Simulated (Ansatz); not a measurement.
# MoS2: the cost of one run

Computed with Ansatz 0.2.0 (DFT PBEsol, scalar-relativistic, plane waves, PAW, unless a step's input says otherwise).

71 further runs of the same task are left out: 71 set aside as unsound or not needed.

## 1. The structure to begin with

It takes space group P6_3/mmc (No. 194, hexagonal). Conventional cell: a = 3.142 Å, b = 3.142 Å, c = 12.570 Å, α = 90.00°, β = 90.00°, γ = 120.00°. Around Mo (site symmetry -6m2) lie 6 S at 2.39 Å. S (site symmetry 3m) has 3 Mo at 2.39 Å as nearest neighbours.

Coordinates:

```xyz
6
Lattice="3.1416 0.0000 0.0000 -1.5708 2.7207 0.0000 0.0000 0.0000 12.5703" Properties=species:S:1:pos:R:3 pbc="T T T"
Mo    0.0000    1.8138    3.1426
Mo    1.5708    0.9069    9.4277
S     0.0000    1.8138    7.8689
S     1.5708    0.9069    1.5838
S     0.0000    1.8138   10.9865
S     1.5708    0.9069    4.7014
```

This cell was relaxed beforehand with the same method: volume 17.91 Å³/atom, gap on the mesh 0.98 eV.

## 3. Setting up the map

The energy is mapped over the lattice constants a and c of the conventional cell.

The axes are (1) lattice constant a (and b): 11 values from 2.985 to 3.299 Å; (2) lattice constant c: 11 values from 11.942 to 13.199 Å.

Nothing else is relaxed (fractional coordinates fixed). Energies count from the relaxed crystal. Points are written as (first, second).

(The set-up runs are not shown.)

## 4. Grid point (3.047 Å, 13.199 Å)

The input, input.yaml:

```yaml
crystal:
  lattice:
    - [3.0474, 0.0, 0.0]
    - [-1.5237, 2.6391258155, 0.0]
    - [0.0, 0.0, 13.1988]
  atoms:
    - { symbol: Mo, position: [0.3333333333, 0.6666666667, 0.25] }
    - { symbol: Mo, position: [0.6666666667, 0.3333333333, 0.75] }
    - { symbol: S, position: [0.3333333333, 0.6666666667, 0.6259932117] }
    - { symbol: S, position: [0.6666666667, 0.3333333333, 0.1259932117] }
    - { symbol: S, position: [0.3333333333, 0.6666666667, 0.8740067883] }
    - { symbol: S, position: [0.6666666667, 0.3333333333, 0.3740067883] }
basis:
  ecutwfc: 420
kpoints:
  mp_grid: { grid: [12, 12, 2] }
hamiltonian:
  xc: pbesol
scf:
  occupations: { method: cold, width: 0.2 }
output:
  forces: true
  stress: true
  eigenvalues: true
```

Command:

```bash
ansatz run input.yaml --threads 2 --pin off --max-ram 4096MiB --backend cpu --events-out ev --progress --plain --runs-dir out
```

**Question.** How long does this run take on 2 threads of AMD EPYC 7R43 (Zen 3), shared host, and how much memory does it need?

About 3.5 s, with a peak of 0.47 GiB.
